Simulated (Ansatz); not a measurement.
# CH5BF2Si: rotation by 120° about the C4–Si5 bond

How high is the barrier for the rotation by 120° about the C4–Si5 bond? Relax the two ends, then run a nudged elastic band between them. SMILES of the start: FB(F)C[SiH3].

Program: Ansatz 0.2.0. Level of theory: RKS r2SCAN-D4/def2-SVP. These are calculated values, not measurements.

### 1 The starting structure

Bond lengths: F1–B2 1.503 Å, B2–F3 1.460 Å, B2–C4 1.572 Å, C4–Si5 1.832 Å, C4–H6 1.183 Å, C4–H7 1.083 Å, Si5–H8 1.454 Å, Si5–H9 1.493 Å, Si5–H10 1.475 Å. Angles (14 of 15 angles, heavy atoms first): F1–B2–F3 119.4°, F1–B2–C4 118.7°, F3–B2–C4 121.8°, B2–C4–Si5 111.7°, B2–C4–H6 107.3°, B2–C4–H7 112.1°, Si5–C4–H6 106.5°, Si5–C4–H7 111.6°, C4–Si5–H8 112.2°, C4–Si5–H9 112.4°, C4–Si5–H10 109.1°, H6–C4–H7 107.2°, H8–Si5–H9 107.6°, H8–Si5–H10 107.0°.

Coordinates:

```xyz
10

F     1.7130   -1.5829   -0.6456
B     0.2270   -1.3619   -0.6833
F    -0.6666   -2.5102   -0.8010
C    -0.3178    0.1123   -0.6646
Si    0.0519    0.9526    0.9213
H    -1.4966    0.0534   -0.7466
H     0.0337    0.6881   -1.5117
H    -0.4431    0.2076    2.0673
H    -0.5328    2.3249    0.9877
H     1.5144    1.0650    1.0795
```

### 2 Relaxing end A

Input file input.yaml:

```yaml
crystal:
  periodic: [false, false, false]
  atoms:
    - { symbol: F, position_ang: [1.713, -1.5829, -0.6456] }
    - { symbol: B, position_ang: [0.227, -1.3619, -0.6833] }
    - { symbol: F, position_ang: [-0.6666, -2.5102, -0.801] }
    - { symbol: C, position_ang: [-0.3178, 0.1123, -0.6646] }
    - { symbol: Si, position_ang: [0.0519, 0.9526, 0.9213] }
    - { symbol: H, position_ang: [-1.4966, 0.0534, -0.7466] }
    - { symbol: H, position_ang: [0.0337, 0.6881, -1.5117] }
    - { symbol: H, position_ang: [-0.4431, 0.2076, 2.0673] }
    - { symbol: H, position_ang: [-0.5328, 2.3249, 0.9877] }
    - { symbol: H, position_ang: [1.5144, 1.065, 1.0795] }
basis:
  gaussian: { orbitals: def2-SVP }
hamiltonian:
  xc: r2scan
  dispersion: d4
relax:
  f_tol: 0.015
  max_steps: 40
```

Started as:

```bash
ansatz run input.yaml --threads 2 --pin off --max-ram 3072MiB --backend cpu --events-out ev --progress --plain --runs-dir out
```

What it wrote, cut to the lines that bear on the results:

```text
Warning: RAYON_NUM_THREADS=2 ignored (pool sized by the plan → 2); use --threads N
[...]
Functional definition: r2SCAN
[...]
1094 factors; their error is unknown
[...]
mean field -15096.56487877 eV, -554.7885264754 hartree, gradient 8.0e-5 eV, S^2 0.000000; 0 other end points of the search recorded, 0 dependent functions left out
[...]
reference -15096.56488868 eV, -554.7885268398 hartree; 24, 24 occupied and 75, 75 virtual orbitals, 1094 factors
relax step   1: F+E_penalty+E_count = -15096.60949289 eV  Δ(F+E_penalty+E_count) = +0.000e0 eV  max|allowed force component| = 4.932e0 eV/Å  Δτ_max = 0.0000 Å  (26 SCF iters, accepted)
[...]
relax step   4: F+E_penalty+E_count = -15097.67992831 eV  Δ(F+E_penalty+E_count) = -2.553e-1 eV  max|allowed force component| = 4.641e-1 eV/Å  Δτ_max = 0.2000 Å  (33 SCF iters, accepted)
[...]
relax step   7: F+E_penalty+E_count = -15097.70073701 eV  Δ(F+E_penalty+E_count) = -3.604e-3 eV  max|allowed force component| = 2.574e-2 eV/Å  Δτ_max = 0.0721 Å  (28 SCF iters, accepted)
[...]
relax step  10: F+E_penalty+E_count = -15097.70201130 eV  Δ(F+E_penalty+E_count) = -2.846e-4 eV  max|allowed force component| = 1.164e-1 eV/Å  Δτ_max = 0.0533 Å  (29 SCF iters, accepted)
[...]
relax step  13: F+E_penalty+E_count = -15097.70244118 eV  Δ(F+E_penalty+E_count) = -4.299e-4 eV  max|allowed force component| = 4.842e-3 eV/Å  Δτ_max = 0.0192 Å  (29 SCF iters, accepted)
[...]
relax step  14: F+E_penalty+E_count = -15097.70246213 eV  Δ(F+E_penalty+E_count) = -2.095e-5 eV  max|allowed force component| = 4.227e-2 eV/Å  Δτ_max = 0.0352 Å  (29 SCF iters, accepted)
[...]
relax step  15: F+E_penalty+E_count = -15097.70251155 eV  Δ(F+E_penalty+E_count) = -4.942e-5 eV  max|allowed force component| = 1.421e-2 eV/Å  Δτ_max = 0.0102 Å  (30 SCF iters, accepted)
1094 factors; their error is unknown
[...]
mean field -15097.65762276 eV, -554.8286840765 hartree, gradient 1.1e-5 eV, S^2 0.000000; 1 other end points of the search recorded, 0 dependent functions left out
[...]
reference -15097.65763276 eV, -554.8286844442 hartree; 24, 24 occupied and 75, 75 virtual orbitals, 1094 factors
Total energy: -15097.70252155 eV, -554.8303340767 hartree
Atom 0 at     1.496190    -1.610677    -1.107195 Å, force    -0.014214    -0.005459     0.004491 eV/Å
Atom 1 at     0.251243    -1.353483    -0.723915 Å, force     0.002121    -0.000551     0.001117 eV/Å
Atom 2 at    -0.464823    -2.396550    -0.321251 Å, force     0.013412     0.006038    -0.005817 eV/Å
Atom 3 at    -0.316986     0.088280    -0.701211 Å, force    -0.000097     0.002475     0.005617 eV/Å
Atom 4 at     0.024659     0.935977     0.959100 Å, force    -0.000662    -0.002017    -0.002218 eV/Å
Atom 5 at    -1.410168     0.085488    -0.842876 Å, force    -0.000653    -0.000849    -0.001126 eV/Å
Atom 6 at     0.150433     0.710443    -1.482015 Å, force     0.000054     0.000169    -0.001246 eV/Å
Atom 7 at    -0.600316     0.156381     2.068650 Å, force     0.000045     0.000977    -0.000781 eV/Å
Atom 8 at    -0.543377     2.316624     0.955590 Å, force     0.000694    -0.000305    -0.000015 eV/Å
Atom 9 at     1.496244     1.016417     1.198123 Å, force    -0.000699    -0.000478    -0.000021 eV/Å
Dipole moment:    -0.153715     0.300860    -0.081853 e Å
```

It took 51 s on 2 threads of Arm Neoverse V2, shared host; peak memory 0.17 GiB.

Relaxation path:

| step | energy from step 1 (eV) | largest force component (eV/Å) |
| --- | --- | --- |
| 1 | 0.0000 | 4.9318 |
| 2 | -0.5747 | 3.0837 |
| 3 | -0.8152 | 3.1323 |
| 4 | -1.0704 | 0.4641 |
| 5x | -1.0085 | 0.6673 |
| 6 | -1.0876 | 0.1090 |
| 7 | -1.0912 | 0.0257 |
| 8 | -1.0922 | 0.0233 |
| 9x | -1.0906 | 0.2683 |
| 10 | -1.0925 | 0.1164 |
| 11x | -1.0918 | 0.1630 |
| 12x | -1.0800 | 0.4088 |
| 13 | -1.0929 | 0.0048 |
| 14 | -1.0930 | 0.0423 |
| 15 | -1.0930 | 0.0142 |

Step 1 is the start. 4 steps were tried and not accepted (marked x).

After: Bond lengths: F1–B2 1.328 Å, B2–F3 1.328 Å, B2–C4 1.550 Å, C4–Si5 1.895 Å, C4–H6 1.102 Å, C4–H7 1.102 Å, Si5–H8 1.493 Å, Si5–H9 1.493 Å, Si5–H10 1.493 Å. Angles (14 of 15 angles, heavy atoms first): F1–B2–F3 116.2°, F1–B2–C4 121.9°, F3–B2–C4 121.9°, B2–C4–Si5 111.3°, B2–C4–H6 111.1°, B2–C4–H7 111.1°, Si5–C4–H6 107.0°, Si5–C4–H7 107.0°, C4–Si5–H8 110.0°, C4–Si5–H9 110.1°, C4–Si5–H10 110.0°, H6–C4–H7 109.3°, H8–Si5–H9 109.0°, H8–Si5–H10 108.8°.

### 3 End point B

The second end starts from a geometry with the move made by hand.

input.yaml: that of step 2 with these lines changed.

```diff
@@ -10,5 +10,5 @@
     - { symbol: H, position_ang: [0.0337, 0.6881, -1.5117] }
-    - { symbol: H, position_ang: [-0.4431, 0.2076, 2.0673] }
-    - { symbol: H, position_ang: [-0.5328, 2.3249, 0.9877] }
-    - { symbol: H, position_ang: [1.5144, 1.065, 1.0795] }
+    - { symbol: H, position_ang: [-0.54755, 2.27487, 0.99629] }
+    - { symbol: H, position_ang: [1.51856, 1.10753, 1.15452] }
+    - { symbol: H, position_ang: [-0.5116, 0.16048, 2.03106] }
 basis:
```

Started as:

```bash
ansatz run input.yaml --threads 2 --pin off --max-ram 3072MiB --backend cpu --events-out ev --progress --plain --runs-dir out
```

What it wrote, cut to the lines that bear on the results:

```text
Warning: RAYON_NUM_THREADS=2 ignored (pool sized by the plan → 2); use --threads N
[...]
[... 1 set-up line as earlier in the session ...]
[...]
1094 factors; their error is unknown
[...]
mean field -15096.57146791 eV, -554.7887686220 hartree, gradient 1.9e-5 eV, S^2 0.000000; 0 other end points of the search recorded, 0 dependent functions left out
[...]
reference -15096.57147779 eV, -554.7887689852 hartree; 24, 24 occupied and 75, 75 virtual orbitals, 1094 factors
relax step   1: F+E_penalty+E_count = -15096.61609652 eV  Δ(F+E_penalty+E_count) = +0.000e0 eV  max|allowed force component| = 4.925e0 eV/Å  Δτ_max = 0.0000 Å  (26 SCF iters, accepted)
[...]
relax step   4: F+E_penalty+E_count = -15097.67294290 eV  Δ(F+E_penalty+E_count) = -2.483e-1 eV  max|allowed force component| = 3.267e-1 eV/Å  Δτ_max = 0.2000 Å  (34 SCF iters, accepted)
[...]
Total energy: -15097.70250064 eV, -554.8303333082 hartree
Atom 0 at     1.509231    -1.604645    -1.081180 Å, force    -0.000745     0.001735    -0.001082 eV/Å
Atom 1 at     0.255259    -1.353595    -0.724971 Å, force     0.001922    -0.003284    -0.000683 eV/Å
Atom 2 at    -0.467130    -2.403104    -0.352254 Å, force    -0.000302     0.001320     0.001351 eV/Å
Atom 3 at    -0.316429     0.086744    -0.699565 Å, force    -0.002076     0.002211     0.000495 eV/Å
Atom 4 at     0.002198     0.924185     0.970198 Å, force     0.001873     0.002114     0.002748 eV/Å
Atom 5 at    -1.407464     0.082752    -0.856900 Å, force     0.000759    -0.000494    -0.001019 eV/Å
Atom 6 at     0.160734     0.715047    -1.469691 Å, force    -0.000670    -0.000905     0.001655 eV/Å
Atom 7 at    -0.572324     2.302110     0.971036 Å, force    -0.000770     0.000074    -0.002252 eV/Å
Atom 8 at     1.470564     1.010462     1.225752 Å, force     0.000947    -0.001530     0.000203 eV/Å
Atom 9 at    -0.630628     0.134322     2.067944 Å, force    -0.000940    -0.001242    -0.001415 eV/Å
Dipole moment:    -0.153113     0.301311    -0.082283 e Å
```

Wall time 42 s (2 threads of Arm Neoverse V2, shared host); peak memory 0.17 GiB.

Relaxation path:

| step | energy from step 1 (eV) | largest force component (eV/Å) |
| --- | --- | --- |
| 1 | 0.0000 | 4.9252 |
| 2 | -0.5646 | 3.1004 |
| 3 | -0.8086 | 3.1383 |
| 4 | -1.0568 | 0.3267 |
| 5x | -1.0083 | 0.8318 |
| 6 | -1.0790 | 0.1104 |
| 7 | -1.0834 | 0.0415 |
| 8 | -1.0850 | 0.0444 |
| 9 | -1.0852 | 0.1781 |
| 10 | -1.0859 | 0.0853 |
| 11 | -1.0863 | 0.0330 |
| 12 | -1.0864 | 0.0033 |

Step 1 is the start. 1 step was tried and not accepted (marked x).

After: Bond lengths: F1–B2 1.328 Å, B2–F3 1.327 Å, B2–C4 1.550 Å, C4–Si5 1.895 Å, C4–H6 1.102 Å, C4–H7 1.103 Å, Si5–H8 1.493 Å, Si5–H9 1.493 Å, Si5–H10 1.493 Å. Angles (14 of 15 angles, heavy atoms first): F1–B2–F3 116.1°, F1–B2–C4 121.9°, F3–B2–C4 122.0°, B2–C4–Si5 111.3°, B2–C4–H6 111.1°, B2–C4–H7 111.0°, Si5–C4–H6 107.1°, Si5–C4–H7 106.9°, C4–Si5–H8 110.1°, C4–Si5–H9 110.0°, C4–Si5–H10 110.0°, H6–C4–H7 109.3°, H8–Si5–H9 109.0°, H8–Si5–H10 109.0°.

### 4 Nudged elastic band

crystal.atoms is end A as relaxed above, and neb.final_atoms is end B, turned to lie on A. With 5 inner images the band has 7 in all.

Input file input.yaml:

```yaml
crystal:
  periodic: [false, false, false]
  atoms:
    - { symbol: F, position_ang: [1.49619, -1.610677, -1.107195] }
    - { symbol: B, position_ang: [0.251243, -1.353483, -0.723915] }
    - { symbol: F, position_ang: [-0.464823, -2.39655, -0.321251] }
    - { symbol: C, position_ang: [-0.316986, 0.08828, -0.701211] }
    - { symbol: Si, position_ang: [0.024659, 0.935977, 0.9591] }
    - { symbol: H, position_ang: [-1.410168, 0.085488, -0.842876] }
    - { symbol: H, position_ang: [0.150433, 0.710443, -1.482015] }
    - { symbol: H, position_ang: [-0.600316, 0.156381, 2.06865] }
    - { symbol: H, position_ang: [-0.543377, 2.316624, 0.95559] }
    - { symbol: H, position_ang: [1.496244, 1.016417, 1.198123] }
basis:
  gaussian: { orbitals: def2-SVP }
hamiltonian:
  xc: r2scan
  dispersion: d4
neb:
  order_check: false
  images: 5
  f_tol: 0.05
  max_iterations: 60
  initial_path: idpp
  final_atoms:
    - { symbol: F, position_ang: [1.50747464, -0.94269138, -1.69408754] }
    - { symbol: B, position_ang: [0.48017145, -1.18363918, -0.8885138] }
    - { symbol: F, position_ang: [0.41513346, -2.40598861, -0.37483599] }
    - { symbol: C, position_ang: [-0.55514235, -0.08717245, -0.53083361] }
    - { symbol: Si, position_ang: [-0.00147649, 0.91586672, 0.9785721] }
    - { symbol: H, position_ang: [-1.53319191, -0.53140824, -0.28344478] }
    - { symbol: H, position_ang: [-0.67853692, 0.62626429, -1.36229319] }
    - { symbol: H, position_ang: [-1.02384294, 1.95239115, 1.30893174] }
    - { symbol: H, position_ang: [1.29931557, 1.59077813, 0.69346707] }
    - { symbol: H, position_ang: [0.17319448, 0.01449958, 2.15603799] }
```

Started as:

```bash
ansatz run input.yaml --threads 2 --pin off --max-ram 3072MiB --backend cpu --events-out ev --progress --plain --runs-dir out
```

What it wrote, cut to the lines that bear on the results:

```text
Warning: RAYON_NUM_THREADS=2 ignored (pool sized by the plan → 2); use --threads N
[...]
[... 1 set-up line as earlier in the session ...]
[...]
1094 factors; their error is unknown
[...]
mean field -15097.65760585 eV, -554.8286834550 hartree, gradient 1.2e-5 eV, S^2 0.000000; 0 other end points of the search recorded, 0 dependent functions left out
[...]
reference -15097.65761596 eV, -554.8286838267 hartree; 24, 24 occupied and 75, 75 virtual orbitals, 1094 factors
1094 factors; their error is unknown
[...]
mean field -15097.65758164 eV, -554.8286825656 hartree, gradient 1.1e-5 eV, S^2 0.000000; 0 other end points of the search recorded, 0 dependent functions left out
[...]
reference -15097.65759167 eV, -554.8286829341 hartree; 24, 24 occupied and 75, 75 virtual orbitals, 1094 factors
NEB end point (image 0): max|allowed force component| = 1.433e-2 eV/Å (the criterion of neb.relax_end_points is 1.000e-2)
[...]
Atom 0 at     1.621071    -0.847062    -1.620748 Å, force     0.009043     0.015582    -0.009813 eV/Å
Atom 1 at     0.527692    -1.122566    -0.919806 Å, force     0.013007    -0.008434     0.002989 eV/Å
Atom 2 at     0.421401    -2.368174    -0.472912 Å, force    -0.012640    -0.010634     0.012623 eV/Å
Atom 3 at    -0.530182    -0.039719    -0.592744 Å, force    -0.014556     0.009808    -0.003996 eV/Å
Atom 4 at    -0.061948     0.844191     1.031416 Å, force    -0.000812    -0.019276    -0.024966 eV/Å
Atom 5 at    -1.528345    -0.485656    -0.460804 Å, force     0.003385     0.001757     0.005657 eV/Å
Atom 6 at    -0.577954     0.720029    -1.388559 Å, force     0.003857     0.001863     0.006151 eV/Å
Atom 7 at    -1.134704     0.659608     2.050410 Å, force    -0.011941    -0.003107     0.012095 eV/Å
Atom 8 at     0.137493     2.301986     0.789970 Å, force     0.002596     0.016822    -0.002573 eV/Å
Atom 9 at     1.208575     0.286263     1.586777 Å, force     0.008061    -0.004381     0.001832 eV/Å
Dipole moment:    -0.279777     0.216903    -0.004417 e Å
this run last wrote the band of iteration 5 to <dir>
```

It took 90 s on 2 threads of Arm Neoverse V2, shared host; peak memory 0.15 GiB.

### 5 What the band shows

The 5 inner images lie between the fixed ends 0 and 6. Energy is taken from image 0, and the path length is the program's own coordinate along the band.

| image | path (Å) | energy (eV) | dihedral B2–C4–Si5–H10 (°) | band force (eV/Å) |
| --- | --- | --- | --- | --- |
| 0 | 0.000 | 0.0000 | 60 | - |
| 1 | 0.695 | 0.0150 | 41 | 0.023 |
| 2 | 1.389 | 0.0477 | 20 | 0.030 |
| 3* | 2.083 | 0.0648 | 0 | 0.025 |
| 4 | 2.772 | 0.0490 | -20 | 0.035 |
| 5 | 3.460 | 0.0163 | -40 | 0.024 |
| 6 | 4.149 | 0.0000 | -59 | - |

The star marks the climbing image.

image, energy (eV) and a bar:
```
        0      0.000 
        1      0.015 #######
        2      0.048 ######################
        3      0.065 ##############################
        4      0.049 #######################
        5      0.016 ########
        6      0.000
```

How the highest energy settled:

| iteration | highest image above image 0 (eV) | largest band force (eV/Å) |
| --- | --- | --- |
| 1 | 0.1219 | 0.691 |
| 2 | 0.0724 | 0.187 |
| 3 | 0.0667 | 0.377 |
| 4 | 0.0656 | 0.140 |
| 5 | 0.0648 | 0.035 |

The band as a trajectory file:

```xyz
10
image=0 dE=0.0000
F     1.496   -1.611   -1.107
B     0.251   -1.353   -0.724
F    -0.465   -2.397   -0.321
C    -0.317    0.088   -0.701
Si    0.025    0.936    0.959
H    -1.410    0.085   -0.843
H     0.150    0.710   -1.482
H    -0.600    0.156    2.069
H    -0.543    2.317    0.956
H     1.496    1.016    1.198
10
image=1 dE=0.0150
F     1.570   -1.374   -1.320
B     0.356   -1.297   -0.789
F    -0.161   -2.433   -0.340
C    -0.390    0.056   -0.663
Si   -0.010    0.910    0.988
H    -1.483   -0.081   -0.711
H    -0.076    0.744   -1.465
H    -0.824    0.298    2.079
H    -0.333    2.365    0.896
H     1.436    0.761    1.330
10
image=2 dE=0.0477
F     1.611   -1.115   -1.487
B     0.448   -1.219   -0.856
F     0.137   -2.424   -0.395
C    -0.464    0.013   -0.629
Si   -0.039    0.878    1.011
H    -1.527   -0.274   -0.587
H    -0.323    0.748   -1.438
H    -1.001    0.469    2.075
H    -0.099    2.359    0.846
H     1.339    0.514    1.462
10
image=3 dE=0.0648
F     1.621   -0.847   -1.621
B     0.528   -1.123   -0.920
F     0.421   -2.368   -0.473
C    -0.530   -0.040   -0.593
Si   -0.062    0.844    1.031
H    -1.528   -0.486   -0.461
H    -0.578    0.720   -1.389
H    -1.135    0.660    2.050
H     0.137    2.302    0.790
H     1.209    0.286    1.587
10
image=4 dE=0.0490
F     1.579   -0.596   -1.778
B     0.594   -1.031   -1.002
F     0.675   -2.296   -0.607
C    -0.559   -0.106   -0.536
Si   -0.085    0.816    1.058
H    -1.464   -0.698   -0.324
H    -0.797    0.653   -1.299
H    -1.249    0.869    1.991
H     0.345    2.209    0.741
H     1.042    0.128    1.758
10
image=5 dE=0.0163
F     1.486   -0.345   -1.921
B     0.644   -0.926   -1.075
F     0.928   -2.177   -0.732
C    -0.577   -0.177   -0.482
Si   -0.107    0.783    1.085
H    -1.369   -0.892   -0.205
H    -0.985    0.556   -1.197
H    -1.328    1.069    1.895
H     0.548    2.072    0.717
H     0.844   -0.014    1.918
10
image=6 dE=0.0000
F     1.495   -0.393   -1.907
B     0.643   -0.948   -1.053
F     0.918   -2.192   -0.679
C    -0.574   -0.172   -0.489
Si   -0.110    0.792    1.075
H    -1.391   -0.860   -0.215
H    -0.947    0.564   -1.221
H    -1.304    1.517    1.604
H     0.961    1.785    0.764
H     0.392   -0.144    2.123
```

### 6 Vibrations at the top

The geometry is the highest inner image of the first converged band.

Input file input.yaml:

```yaml
crystal:
  periodic: [false, false, false]
  atoms:
    - { symbol: F, position_ang: [1.621071, -0.847062, -1.620748] }
    - { symbol: B, position_ang: [0.527692, -1.122566, -0.919806] }
    - { symbol: F, position_ang: [0.421401, -2.368174, -0.472912] }
    - { symbol: C, position_ang: [-0.530182, -0.039719, -0.592744] }
    - { symbol: Si, position_ang: [-0.061948, 0.844191, 1.031416] }
    - { symbol: H, position_ang: [-1.528345, -0.485656, -0.460804] }
    - { symbol: H, position_ang: [-0.577954, 0.720029, -1.388559] }
    - { symbol: H, position_ang: [-1.134704, 0.659608, 2.05041] }
    - { symbol: H, position_ang: [0.137493, 2.301986, 0.78997] }
    - { symbol: H, position_ang: [1.208575, 0.286263, 1.586777] }
basis:
  gaussian: { orbitals: def2-SVP }
hamiltonian:
  xc: r2scan
  dispersion: d4
phonons: {}
```

Started as:

```bash
ansatz run input.yaml --threads 2 --pin off --max-ram 3072MiB --backend cpu --events-out ev --progress --plain --runs-dir out
```

What it wrote, cut to the lines that bear on the results:

```text
Warning: RAYON_NUM_THREADS=2 ignored (pool sized by the plan → 2); use --threads N
[...]
[... 1 set-up line as earlier in the session ...]
[...]
1094 factors; their error is unknown
[...]
mean field -15097.59282149 eV, -554.8263026739 hartree, gradient 3.9e-5 eV, S^2 0.000000; 0 other end points of the search recorded, 0 dependent functions left out
[...]
reference -15097.59283138 eV, -554.8263030374 hartree; 24, 24 occupied and 75, 75 virtual orbitals, 1094 factors
[...]
1094 factors; their error is unknown
[...]
mean field -15097.59275392 eV, -554.8263001905 hartree, gradient 2.0e-6 eV, S^2 0.000000; 0 other end points of the search recorded, 0 dependent functions left out
[...]
reference -15097.59276381 eV, -554.8263005540 hartree; 24, 24 occupied and 75, 75 virtual orbitals, 1094 factors
[...]
1094 factors; their error is unknown
mean field -15097.59270413 eV, -554.8262983609 hartree, gradient 1.7e-6 eV, S^2 0.000000; 0 other end points of the search recorded, 0 dependent functions left out
[...]
WARN: phonons: modes at or below zero, which the zero-point energy, F, S and C_V leave out: 1, the lowest at -136.15 cm⁻¹. A minimum has none, and a first-order saddle one
[...]
Atom 1 at     0.527692    -1.122566    -0.919806 Å, force     0.013159    -0.008553     0.002499 eV/Å
Atom 2 at     0.421401    -2.368174    -0.472912 Å, force    -0.012649    -0.010609     0.012831 eV/Å
Atom 3 at    -0.530182    -0.039719    -0.592744 Å, force    -0.014447     0.009767    -0.003877 eV/Å
Atom 4 at    -0.061948     0.844191     1.031416 Å, force    -0.000910    -0.019128    -0.024725 eV/Å
Atom 5 at    -1.528345    -0.485656    -0.460804 Å, force     0.003375     0.001796     0.005653 eV/Å
Atom 6 at    -0.577954     0.720029    -1.388559 Å, force     0.003715     0.001926     0.006111 eV/Å
Atom 7 at    -1.134704     0.659608     2.050410 Å, force    -0.011889    -0.003090     0.011889 eV/Å
Atom 8 at     0.137493     2.301986     0.789970 Å, force     0.002625     0.016651    -0.002597 eV/Å
Atom 9 at     1.208575     0.286263     1.586777 Å, force     0.008114    -0.004424     0.001830 eV/Å
Dipole moment:    -0.279774     0.216905    -0.004413 e Å
Vibrations: -136.15 42.51 117.66 321.27 469.91 571.27 581.83 622.48 753.72 784.85 828.64 932.76 944.16 948.94 1008.30 1054.79 1323.61 1417.25 1418.56 2219.42 2234.98 2240.46 3077.00 3152.76 cm⁻¹, zero-point energy 1.677949 eV
```

It took 99 s on 2 threads of Arm Neoverse V2, shared host; peak memory 0.15 GiB.

Of 24 modes, 1 is imaginary by more than 30 cm⁻¹ (136i cm⁻¹).

[end of part 1 of 2]
